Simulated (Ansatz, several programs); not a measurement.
SnC3 as one 4-atom ordering (P-4m2) on the diamond lattice, relaxed with r2SCAN in Ansatz (plane waves, PAW): space group P-4m2 (No. 115), tetragonal; a = 2.979 Å, c = 4.644 Å in the conventional setting, 10.30 Å³ an atom. Around C lie 2 C at 1.71 Å and 2 Sn at 2.11 Å; around C lie 4 C at 1.71 Å; around Sn lie 4 C at 2.11 Å and 4 Sn at 2.98 Å. The cell was then scaled with its shape and fractional coordinates held, which makes it stiffer than a relaxed compression. The cell comes from a prototype generator: it can be a known phase or a hypothetical one. Spin polarisation is off.

| V (Å³/atom) | E (meV/atom) |
| --- | --- |
| 9.683 | 28.48 |
| 10.301 | 0.00 |
| 10.610 | 6.04 |
| 10.919 | 22.94 |

**Question.** Pass a cubic E = c₀ + c₁u + c₂u² + c₃u³, with u = V − 10.378 Å³, through these points.

**Answer.** c₀ = 0.38, c₁ = +9.988, c₂ = 64.714, c₃ = -11.2698 (meV and Å³).

**Question.** Where is the minimum, and what bulk modulus follows?

**Answer.** dE/du = 0 at u = -0.076, so V₀ = 10.30 Å³. B = V₀ d²E/dV² = 10.30 × (2c₂ + 6c₃u) = 10.30 × 134.545 = 1386 meV/Å³, and 1 meV/Å³ is 0.16022 GPa: 222 GPa. A third-order Birch-Murnaghan fit to all five points gives 10.30 Å³ and 220 GPa.

**Question.** Predict the energy and the pressure at the withheld volume, 9.992 Å³.

**Answer.** With u = -0.386: E ≈ 6.81 meV and P = −dE/dV ≈ +7.21 GPa. The run gives 6.73 meV and, from its stress, +7.17 GPa.
